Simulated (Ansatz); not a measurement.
# Cr3Cu (Pm-3m) in Ansatz: single point with LDA

Aim: the single point of Cr3Cu with LDA.

Program: Ansatz 0.2.0. These are calculated values, not measurements. Logs are shortened: lines on timing, memory, paths and dates and some standing lists are left out, and cuts for length are marked.

## Step 1: The structure

Symmetry: Pm-3m, No. 221, cubic system. Conventional cell: a = 3.602 Å, b = 3.602 Å, c = 3.602 Å, α = 90.00°, β = 90.00°, γ = 90.00°. Cu (site symmetry m-3m) has 12 Cr at 2.55 Å as nearest neighbours. Cr (site symmetry 4/mmm) has 4 Cu at 2.55 Å and 8 Cr at 2.55 Å as nearest neighbours.

The cell comes from a database or a generator and needn't be the stable form of this composition.

## Step 2: Single point, LDA, collinear spin, ferromagnetic start

input.yaml

```yaml
crystal:
  lattice:
    - [3.601918, 0.0, 0.0]
    - [0.0, 3.601918, 0.0]
    - [0.0, 0.0, 3.601918]
  atoms:
    - { symbol: Cu, position: [0.0, 0.0, 0.0], spin: 0.6 }
    - { symbol: Cr, position: [0.5, 0.5, 0.0], spin: 3.0 }
    - { symbol: Cr, position: [0.5, 0.0, 0.5], spin: 3.0 }
    - { symbol: Cr, position: [0.0, 0.5, 0.5], spin: 3.0 }
hamiltonian:
  xc: lda
  pseudopotentials: { kind: paw }
magnetization:
  spin_polarized: true
kpoints:
  mp_grid: { grid: [7, 7, 7] }
scf:
  occupations: { method: gaussian, width: 0.05 }
output:
  forces: true
  stress: true
  eigenvalues: true
```

Potentials or basis: Ansatz PAW.

The run is started by

```console
$ ansatz run input.yaml --threads 2 --pin off --max-ram 5632MiB --backend cpu --events-out ev --progress --plain --runs-dir out
```

Log:

```text
Warning: RAYON_NUM_THREADS=2 ignored (pool sized by the plan → 2); use --threads N
Engine: ansatz 0.2.0, aarch64-unknown-linux-gnu
Pseudopotentials: kind: paw
Pseudopotential: Cu, paw, valence charge 19, recommended cutoff 420 eV (normal), Cu.paw.azcp
Pseudopotential: Cr, paw, valence charge 14, recommended cutoff 420 eV (normal), Cr.paw.azcp
Functional definition: SPW92
  exchange = slater_x
  correlation = pw_c
Crystal: 4 atoms, lattice volume = 46.731 Å³
Basis set: ecut = 420 eV, 925 PW (Γ)
Bands: 43, of which v1, the nominal top of the filled ones, is band 31 counted from 1 (30 counted from 0)
Symmetry: 48 space group operations
Space group: Pm-3m (ITA 221), of the structure as read, at distance tolerance 3.6e-5 Å
Magnetic group: BNS 221.92 (UNI 1594), of the structure as read, at distance tolerance 3.6e-5 Å
k-points: 20 of 343
Non-local potential: Cu, projectors of the file, l = 0: 3, l = 1: 2, l = 2: 3, l = 3: 1
Non-local potential: Cr, projectors of the file, l = 0: 3, l = 1: 2, l = 2: 3, l = 3: 1
PAW form: soft (Blöchl's): semilocal exchange-correlation on the pseudo side does not see the compensation charge
PAW frozen core: Cu, regenerated for the run's functional, and the local potential with it (the file was generated under x = pbe(κ = 0.804, μ = 0.2195149727645171), c = pbe(β = 0.06672455060314922))
PAW frozen core: Cr, regenerated for the run's functional, and the local potential with it (the file was generated under x = pbe(κ = 0.804, μ = 0.2195149727645171), c = pbe(β = 0.06672455060314922))
PAW one-centre angular grid: Cu, 590 points (default); XC on 64 Gauss nodes
PAW one-centre angular grid: Cr, 590 points (default); XC on 64 Gauss nodes
Initial density: superposition of atomic densities (chi_scale 0.1, normalization cell)
Starting moments: Σ|m| = 9.6 μB on 4 of 4 sites
Initial wavefunctions: pseudopotential atomic-orbital guess
Functional: x = slater, c = lda
SCF iter   1: F=—  HF=-16536.056315 eV  |F-HF|=—  |Δ(HF+E_count)|=         —  Δρ=3.14e-1 (↑3.14e-1 ↓1.98e-1)  dr2=3.86e1  dr2_m=1.66e1  M=0.761 μB ∫|m|=0.840 μB  β_m=0.30  ethr=3.10e-3  ⟨swp⟩=4.8  Hψ=5269  notcnv=0  defer=3
Mixer restart at iter 1: flushing history
preconditioner: auto → Kerker (q_TF=auto, 2.852 Å⁻¹)  [metal: Δε(μ)=0.034 eV  Ē_g=7.150 eV  σ=0.050 eV  W_gap=0.36  n_scr=18 (ndim 8)  ℏωp=29.3 eV  f_vac=0.000  D(μ)=4.04/eV (n_scr^D=56)]
spin=Collinear: Kerker preconditioning applied to the charge; magnetization (m = ρ↑ − ρ↓) channel mixes plain (no charge-response kernel on spin).
SCF iter   2: F=—  HF=-16527.929826 eV  |F-HF|=—  |Δ(HF+E_count)|=    8.13e0  Δρ=2.02e-1 (↑2.02e-1 ↓1.05e-1)  dr2=8.35e0  dr2_m=8.77e0  M=0.503 μB ∫|m|=0.579 μB  β_m=0.38  ethr=3.10e-3  ⟨swp⟩=3.0  Hψ=4378  notcnv=0  defer=128
preconditioner: auto → Resta (q_TF=auto, 2.852 Å⁻¹)  ε∞=16.2  [insulator: Δε(μ)=0.068 eV  Ē_g=7.493 eV  σ=0.050 eV  W_gap=0.51  n_scr=18 (ndim 8)  ℏωp=29.3 eV  f_vac=0.000  D(μ)=4.32/eV (n_scr^D=56)  ε∞_Penn≈16.2]
spin=Collinear: Resta preconditioning applied to the charge; magnetization (m = ρ↑ − ρ↓) channel mixes plain (no charge-response kernel on spin).
SCF iter   3: F=—  HF=-16525.087885 eV  |F-HF|=—  |Δ(HF+E_count)|=    2.84e0  Δρ=1.22e-1 (↑1.22e-1 ↓1.08e-1)  dr2=6.67e0  dr2_m=3.61e0  M=0.341 μB ∫|m|=0.431 μB  β_m=0.48  ethr=3.10e-3  ⟨swp⟩=3.0  Hψ=3824  notcnv=0  defer=132
SCF iter   4: F=—  HF=-16523.575204 eV  |F-HF|=—  |Δ(HF+E_count)|=    1.51e0  Δρ=2.13e-2 (↑1.94e-2 ↓2.13e-2)  dr2=4.79e-2  dr2_m=1.45e-1  M=0.095 μB ∫|m|=0.128 μB  β_m=0.55  ethr=3.10e-3  ⟨swp⟩=2.0  Hψ=2926  notcnv=0  defer=134
SCF iter   5: F=—  HF=-16523.632923 eV  |F-HF|=—  |Δ(HF+E_count)|=         —  Δρ=8.15e-3 (↑8.15e-3 ↓5.78e-3)  dr2=3.39e-2  dr2_m=2.65e-3  M=0.031 μB ∫|m|=0.037 μB  β_m=0.55  ethr=7.85e-5  ⟨swp⟩=2.6  Hψ=3253  notcnv=0  defer=134
Mixer restart at iter 5: flushing history
SCF iter   6: F=—  HF=-16523.653055 eV  |F-HF|=—  |Δ(HF+E_count)|=   2.01e-2  Δρ=2.57e-3 (↑2.07e-3 ↓2.57e-3)  dr2=3.77e-3  dr2_m=8.61e-4  M=0.018 μB ∫|m|=0.021 μB  β_m=0.72  ethr=5.56e-5  ⟨swp⟩=2.0  Hψ=2904  notcnv=0  defer=134
SCF iter   7: F=—  HF=-16523.659879 eV  |F-HF|=—  |Δ(HF+E_count)|=   6.82e-3  Δρ=6.09e-3 (↑6.09e-3 ↓5.40e-3)  dr2=3.65e-2  dr2_m=1.42e-4  M=0.007 μB ∫|m|=0.008 μB  β_m=0.45  ethr=6.18e-6  ⟨swp⟩=2.0  Hψ=3346  notcnv=0  defer=136  recentre
SCF iter   8: F=—  HF=-16523.654236 eV  |F-HF|=—  |Δ(HF+E_count)|=   5.64e-3  Δρ=7.71e-4 (↑7.57e-4 ↓7.71e-4)  dr2=5.37e-4  dr2_m=6.44e-5  M=0.005 μB ∫|m|=0.005 μB  β_m=0.65  ethr=6.18e-6  ⟨swp⟩=2.0  Hψ=3506  notcnv=0  defer=134
SCF iter   9: F=—  HF=-16523.653937 eV  |F-HF|=—  |Δ(HF+E_count)|=   2.99e-4  Δρ=2.89e-4 (↑2.67e-4 ↓2.89e-4)  dr2=5.49e-5  dr2_m=2.05e-6  M=0.001 μB ∫|m|=0.001 μB  β_m=0.75  ethr=8.80e-7  ⟨swp⟩=2.0  Hψ=2329  notcnv=0  defer=134
SCF iter  10: F=—  HF=-16523.653985 eV  |F-HF|=—  |Δ(HF+E_count)|=   4.82e-5  Δρ=2.10e-4 (↑1.30e-4 ↓2.10e-4)  dr2=4.24e-5  dr2_m=1.11e-6  M=0.001 μB ∫|m|=0.001 μB  β_m=0.87  ethr=9.00e-8  ⟨swp⟩=2.0  Hψ=2926  notcnv=0  defer=134
SCF iter  11: F=—  HF=-16523.653984 eV  |F-HF|=—  |Δ(HF+E_count)|=   1.37e-6  Δρ=2.85e-5 (↑2.85e-5 ↓2.37e-5)  dr2=1.11e-6  dr2_m=1.60e-8  M=0.000 μB ∫|m|=0.000 μB  β_m=0.90  ethr=6.95e-8  ⟨swp⟩=2.0  Hψ=2055  notcnv=0  defer=134
SCF iter  12: F=—  HF=-16523.653984 eV  |F-HF|=—  |Δ(HF+E_count)|=   1.00e-8  Δρ=1.73e-5 (↑1.73e-5 ↓1.50e-5)  dr2=3.51e-7  dr2_m=1.04e-9  M=0.000 μB ∫|m|=0.000 μB  β_m=0.95  ethr=1.82e-9  ⟨swp⟩=2.0  Hψ=2173  notcnv=0  defer=134
SCF iter  13: F=—  HF=-16523.653984 eV  |F-HF|=—  |Δ(HF+E_count)|=   4.26e-8  Δρ=3.59e-6 (↑3.59e-6 ↓3.05e-6)  dr2=1.59e-8  dr2_m=7.17e-11  M=0.000 μB ∫|m|=0.000 μB  β_m=0.93  ethr=5.75e-10  ⟨swp⟩=2.0  Hψ=2052  notcnv=0  defer=134
SCF iter  14: F=-16523.653984 eV  HF=-16523.653984 eV  |F-HF|=2.69e-10  |Δ(HF+E_count)|=   3.80e-9  Δρ=4.48e-7 (↑4.48e-7 ↓3.77e-7)  dr2=3.53e-10  dr2_m=1.02e-12  M=-0.000 μB ∫|m|=0.000 μB  ethr=2.61e-11  ⟨swp⟩=6.5  Hψ=6069  notcnv=0
SCF 1 converged in 14 iterations: F = -16523.653984 eV  dr2 = 3.53e-10
WARN: the starting moments were not kept: the SCF closed with an absolute magnetisation of 1.5e-6 μB, where they sum to 9.6 μB in size (4 sites). That is at most 0.1 of that sum. Measured as dr2_m measures the in/out step, that magnetisation stands 4.5e-13 eV from none, at or under the dr2_threshold of 1.0e-7 eV: it is no larger than a step whose dr2_m would equal this threshold. The system may hold no moment; this SCF shows only that its start led to no more than that. To try another start: raise the starting moments (crystal.atoms[].spin, magnetization.per_species, magnetization.initial_magnetization, or on a non-collinear deck that types none of these the spinor_matrix: blocks that start its atoms; where the total moment is fixed, keep their sum and leave initial_magnetization as it is; typed ones take the place of any that the run laid by itself, positive ones on a crystal's lanthanoids without a Hubbard term where scf.initial_density.shell_occupations: [] is typed) or, if the notice of its spin-set hold's release reads "site moments contracting" or "site moments show no strong build", lengthen the hold (scf.mixing.spin_hold: { on: { confirm: 4 } }; for m-r²SCAN on two components see the key's manual first). Each may lead to a state that holds a moment. A second SCF, from the converged charge density, with the starting moments and any scf.initial_density.shell_occupations laid on it anew, would have followed, and was not run: the deck does not ask for one (magnetization.retry_lost_moments is false, the default). To let it run, set magnetization.retry_lost_moments: true and run the deck again, where that key's refused combinations let it; where memory then withholds it, that run's warning says so.
SCF converged after 14 iterations
Magnetization: -0.0000 μB (30.5000 up, 30.5000 down)
Absolute magnetization: 0.0000 μB (∫|ρ↑−ρ↓|, with the PAW one-centre terms)
Spin contamination: 0.0000 ħ² per cell (⟨S²⟩ above its minimum at these occupations)
Per-site moments (μB) at R_I (Å): [(9.922482625956946e-8, 1.0506130152696282), (-3.51940063844159e-7, 1.0506130152696282), (-3.5194006395076704e-7, 1.0506130152696282), (-3.519400638798841e-7, 1.0506130152696282)]
Free energy (F): -16523.653984 eV
Harris-Foulkes:  -16523.653984 eV  (|F-HF|=2.69e-10)
Internal energy: -16523.649506 eV  (E = F + TS)
E sigma→0 (E₀):  -16523.651745 eV
Entropy (-TS):   -0.004478 eV (-1.119 meV/atom)
Fermi energy:    18.133266 eV
--- Per-component energies (eV) ---
  E_band       = -805.081054
  E_kinetic    = 1330.500999
  E_local      = -7770.891921  (includes V_loc(G=0)·N_el)
  E_nonlocal   = 635.210496
  E_hartree    = 3404.481535
  E_xc         = -507.121330
  E_vxc        = -651.790497  (∫ρ·V_xc dr)
  E_paw        = -5007.484778  (= ΣΔE_a)
  E_vpaw       = -1157.075102  (= ΣTr[D̂ρ^β])
  E_aug_tail   = 0.001196  (compensation charges beyond the density's cutoff)
  E_ewald      = -8609.890739
  E_core_change = 1.545034  (= ΣΔE_core)
  E_smearing   = -0.004478  (= −TS)
  E_closure    = 0.000000  (closes the sum)
  Σ components = -16523.653984   (vs F -16523.653984, Δ=0.00e0)
--- Forces (eV/Å), atoms counted from 1 ---
  atom   1  Cu    -0.00000000     0.00000000    -0.00000000
  atom   2  Cr    -0.00000000    -0.00000000     0.00000000
  atom   3  Cr     0.00000000    -0.00000000    -0.00000000
  atom   4  Cr     0.00000000    -0.00000000    -0.00000000
  max |Σ_I F_I| component: 8.97e-29 eV/Å
--- Stress (GPa, compression-positive) ---
      -16.681582       0.000000       0.000000
        0.000000     -16.681582       0.000000
        0.000000       0.000000     -16.681582
  P = ⅓ Tr σ = -16.6816 GPa (-166.816 kbar)
--- Band table (eV; the first three rows and the last of 40) ---
  k-point 0 ↑: bands = ["-94.2702", "-52.7230", "-52.5312", "-52.5312", "-52.0615", "-52.0615", "-52.0615", "-24.6175", "-24.6175", "-24.6175", "-24.2579", "-24.2579", "-24.2579", "-24.0094", "-24.0094", "-24.0094", "9.9105", "13.2818", "13.2818", "13.6828", "13.8526", "13.8526", "13.8526", "16.4488", "16.4488", "16.4488", "17.2684", "17.2684", "19.2776", "19.2776", "19.2776", "19.9462", "19.9462", "20.6032", "21.0244", "21.0244", "21.0244", "21.1152", "21.1152", "21.1152", "28.6349", "29.5896", "29.5896"]
  k-point 1 ↑: bands = ["-94.2702", "-52.7153", "-52.5400", "-52.5310", "-52.0615", "-52.0615", "-52.0603", "-24.6004", "-24.6004", "-24.5915", "-24.2637", "-24.2637", "-24.2604", "-24.0420", "-24.0215", "-24.0215", "10.1781", "13.3686", "13.3988", "13.8441", "13.9180", "13.9426", "13.9426", "16.3935", "16.4957", "16.4957", "17.0543", "17.3440", "18.7639", "18.7639", "19.2282", "19.6866", "19.9275", "20.2304", "20.2304", "20.3420", "20.4384", "21.0249", "22.4705", "22.4705", "28.8451", "29.5061", "30.5375"]
  k-point 2 ↑: bands = ["-94.2702", "-52.6945", "-52.5633", "-52.5308", "-52.0614", "-52.0614", "-52.0578", "-24.5563", "-24.5563", "-24.5178", "-24.2823", "-24.2823", "-24.2660", "-24.1305", "-24.0491", "-24.0491", "10.9393", "13.5004", "13.6735", "14.0809", "14.1861", "14.1861", "14.2865", "16.2500", "16.3375", "16.5266", "16.5266", "17.5803", "18.0395", "18.0395", "18.8303", "19.1211", "19.3538", "19.5892", "19.5892", "19.7821", "20.0844", "21.0260", "24.2119", "24.2119", "28.8425", "29.2884", "30.0799"]
  k-point 19 ↓: bands = ["-94.2702", "-52.6006", "-52.5906", "-52.5906", "-52.0618", "-52.0618", "-52.0613", "-24.7775", "-24.5749", "-24.5716", "-24.5716", "-24.0736", "-24.0736", "-24.0662", "-24.0168", "-24.0168", "13.1853", "13.5291", "13.5664", "13.5664", "14.8109", "14.8109", "16.0083", "16.2693", "16.2693", "17.3905", "17.3905", "17.5077", "17.6416", "17.8812", "17.8812", "18.3817", "19.2739", "19.2739", "19.7023", "19.7023", "20.1435", "20.6827", "20.9149", "20.9149", "25.1411", "26.8754", "26.8754"]
```

Wall time 5 s (2 threads of Arm Neoverse V2, shared host); peak memory 0.39 GiB.

What came out:

| Property | Result |
| --- | --- |
| Free energy | -16523.6540 eV |
| Pressure | -16.7 GPa |
| Band gap on the k mesh | none (metal or under the smearing width) |
| Net moment | 0.00 μB per cell |
| Absolute moment | 0.00 μB per cell |

Levels at points of the mesh, in eV from the Fermi level:
Spin up:
```
           k point  band 28  band 29  band 30  band 31  band 32  band 33
(0.00, 0.00, 0.00)    -0.86     1.14     1.14     1.14     1.81     1.81
```
Spin down:
```
           k point  band 27  band 28  band 29  band 30  band 31  band 32  band 33  band 34
(0.00, 0.00, 0.00)    -0.86    -0.86     1.14     1.14     1.14     1.81     1.81     2.47
```

Caveat: the starting moments collapsed, and a magnetic state may lie lower; so large a pressure means that the cell lies far from this level's equilibrium, or that cutoff or potentials fall short; the PAW data sets come from PBE, with cores solved anew for the run's functional, which leaves a small shift of forces and pressure; the starting moments weren't kept.
